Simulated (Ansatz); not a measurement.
# CH5AlClGa: ionisation energy by level of theory

Aim: the vertical ionisation energy of CH5AlClGa, as cation minus neutral at the neutral's geometry, on several levels, and how well −ε(HOMO) stands in for it.

Computed with Ansatz 0.2.0, Gaussian basis. Level: unrestricted cation, the program's frozen cores in correlated methods.

The runs, in order: UKS PBE-D4/def2-TZVPP; UKS r2SCAN-D4/def2-TZVPP; UKS PBE0-D4/def2-TZVPP; UKS B3LYP-D4/def2-TZVPP; UKS wB97X-V/def2-TZVPP; UKS wB97M-V/def2-TZVPP; UKS B2PLYP/def2-TZVPP; UHF-CCSD(T)/def2-TZVPP; UHF-MP2/def2-QZVPP; extrapolation to the limit; then −ε(HOMO) from the neutral's earlier runs with LDA (SPW92), PBE-D4, revPBE-D4, BLYP-D4, r2SCAN-D4, B97M-V, PBE0-D4, B3LYP-D4, r2SCANh-D4, r2SCAN0-D4, HSE06-D4, BHLYP-D4, CAM-B3LYP-D4, LC-ωPBE, ωB97X-V, ωB97M-V.

### 1 Structure used throughout

All runs share one geometry, relaxed beforehand with PBE0-D4 in a triple-zeta def2 set.

SMILES `[CH3][Al]([Cl])[GaH2]`, 9 atoms, charge 0, spin multiplicity 1.

Atoms are counted from 1 here; the program's logs count them from 0.

Bond lengths: C1–Al2 1.946 Å, C1–H5 1.093 Å, C1–H6 1.095 Å, C1–H7 1.095 Å, Al2–Cl3 2.122 Å, Al2–Ga4 2.513 Å, Ga4–H8 1.578 Å, Ga4–H9 1.578 Å. Angles: Al2–C1–H5 113.1°, Al2–C1–H6 110.3°, Al2–C1–H7 110.1°, H5–C1–H6 108.2°, H5–C1–H7 108.1°, H6–C1–H7 106.8°, C1–Al2–Cl3 115.7°, C1–Al2–Ga4 130.8°, Cl3–Al2–Ga4 113.5°, Al2–Ga4–H8 122.4°, Al2–Ga4–H9 122.4°, H8–Ga4–H9 115.3°.

### 2 Cation, UKS PBE-D4/def2-TZVPP

File in.yaml:

```yaml
crystal:
  periodic: [false, false, false]
  atoms:
    - {symbol: C, position_ang: [0.085045, 1.276104, -1.282425]}
    - {symbol: Al, position_ang: [0.558303, 0.096722, 0.191749]}
    - {symbol: Cl, position_ang: [2.521012, 0.329725, 0.963173]}
    - {symbol: Ga, position_ang: [-0.772264, -1.688175, 1.357327]}
    - {symbol: H, position_ang: [-0.941260, 1.137288, -1.630507]}
    - {symbol: H, position_ang: [0.207280, 2.322716, -0.985239]}
    - {symbol: H, position_ang: [0.757539, 1.107957, -2.130232]}
    - {symbol: H, position_ang: [-0.761389, -3.193951, 0.884923]}
    - {symbol: H, position_ang: [-1.654265, -1.388396, 2.631231]}
basis:
  gaussian: {orbitals: def2-TZVPP}
total_charge: 1
magnetization: {spin_polarized: true, initial_magnetization: 1}
hamiltonian: {xc: pbe, dispersion: d4}
```

Launch:

```console
$ ansatz run in.yaml --threads 2 --pin off --events-out ev --progress --plain --max-ram 32768MiB --backend cpu
```

Further steps of the session: Cation, UKS r2SCAN-D4/def2-TZVPP; Cation, UKS PBE0-D4/def2-TZVPP; Cation, UKS B3LYP-D4/def2-TZVPP; Cation, UKS wB97X-V/def2-TZVPP; Cation, UKS wB97M-V/def2-TZVPP; Cation, UKS B2PLYP (frozen core)/def2-TZVPP; Cation, UHF-CCSD(T)/def2-TZVPP; Cation, UHF-MP2/def2-QZVPP.

**Question.** What will the summary of the whole plan be? Wanted: ionisation energy, CCSD(T)/CBS; nearest functional by difference; nearest −ε(HOMO); −ε(HOMO) of PBE; T1 of the cation.

The runs gave:

```
                        quantity               value
  ionisation energy, CCSD(T)/CBS             9.22 eV
nearest functional by difference  ωB97X-V (-0.13 eV)
                nearest −ε(HOMO)  ωB97X-V (-0.02 eV)
                 −ε(HOMO) of PBE             5.97 eV
                T1 of the cation               0.017
```

**Reading.** By cation minus neutral, the functionals miss by 0.59 eV at most. The PBE orbital energy is 3.2 eV too small: a semilocal HOMO is no ionisation energy. Among orbital estimates ωB97X-V comes nearest. Hartree-Fock falls 0.80 eV short, as the neutral has more correlation energy than the cation. Correlated methods include outer-core shells of Ga, which these sets cover unevenly. With outer-core shells in play the reference is unsure by up to some tenths of an eV, so close misses can't be ranked.
